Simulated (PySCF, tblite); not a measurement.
# C7H8F2: geometry, infrared bands and NMR shifts

What infrared bands and NMR shifts should C7H8F2 (`C=C(C)[C@]1(CF)C=C1F`) show?

Computed with tblite 0.8.0 and PySCF 2.14.0, with density-fitted response routines of our own, on a single molecule in the gas phase. Atoms count from 0, in the outputs and in this text.

## 1. Starting geometry

17 atoms, charge 0, multiplicity 1; geometry from: force field or distance geometry start.

Bonds of the start (Å): C0–C1 1.34, C1–C2 1.50, C1–C3 1.49, C3–C4 1.49, C4–F5 1.40, C3–C6 1.47, C6–C7 1.34, C7–F8 1.36, C7–C3 1.51, C0–H9 1.08, C0–H10 1.10, C2–H11 1.10, C2–H12 1.11, C2–H13 1.12, C4–H14 1.10, C4–H15 1.10, C6–H16 1.09.

## 2. Relaxing the molecule with GFN2-xTB

Job settings and geometry (Å):

```
{"job": {"kind": "relax", "xc": "GFN2-xTB", "basis": "xTB"}, "charge": 0, "multiplicity": 1}
C      1.169400    -1.340100    -0.404100
C      0.776300    -0.152700     0.088900
C      1.826400     0.878700     0.387800
C     -0.673900     0.077400     0.344200
C     -1.603800    -1.049500     0.032000
F     -2.928100    -0.689700     0.311900
C     -1.072800     1.494600     0.268800
C     -1.053600     0.966600     1.497900
F     -1.218700     0.993700     2.848000
H      2.207900    -1.565900    -0.607000
H      0.386600    -2.092400    -0.609600
H      1.399700     1.711200     0.965300
H      2.212000     1.220300    -0.595400
H      2.701400     0.410000     0.896600
H     -1.368700    -1.928700     0.646600
H     -1.523600    -1.271900    -1.047100
H     -1.243600     2.350300    -0.385200
```

The run is started by

```sh
> OMP_NUM_THREADS=1 python probes_run.py task.json out
```

This one command runs all jobs of the session in turn.

**Question.** This job is followed by: GFN2-xTB harmonic vibrations, gas phase; GIAO PBE0/pcSseg-1 NMR shielding, non-relativistic, gas phase. Predict these results of the whole session: strongest single infrared mode (GFN2-xTB); zero-point energy (GFN2-xTB); 13C shifts against TMS (PBE0/pcSseg-1); 1H shifts against TMS (PBE0/pcSseg-1, means over atoms taken as alike); 19F shifts against CFCl3 (PBE0/pcSseg-1); surface potential, 1st and 99th percentile.

The runs gave:

| quantity | value |
| --- | --- |
| strongest single infrared mode (GFN2-xTB) | 1922 cm⁻¹, 149 km/mol |
| zero-point energy (GFN2-xTB) | 80.1 kcal/mol |
| 13C shifts against TMS (PBE0/pcSseg-1) | 159.4, 154.3, 115.2, 83.8, 81.6, 49.0, 27.3 ppm |
| 1H shifts against TMS (PBE0/pcSseg-1, means over atoms taken as alike) | 5.39, 5.12, 5.09, 4.90, 4.87, 1.72 ppm |
| 19F shifts against CFCl3 (PBE0/pcSseg-1) | -140.9, -253.6 ppm |
| surface potential, 1st and 99th percentile | -1.07 V and 1.19 V |

What this shows: Relaxing lowered the energy by 0.510 eV in 79 steps; the close pair that moved most is C3–C6, from 1.474 to 1.535 Å. All 45 modes are real, so the xTB geometry is a minimum. The strongest single mode, at 1922 cm⁻¹, moves mainly C7. GFN2-xTB is a fitted tight-binding method: band positions and strengths are rough. Its intensities can rank the bands wrongly. At PBE0/pcSseg-1: Shielding is most anisotropic at F8 (span 318 ppm, paramagnetic term -159 ppm).
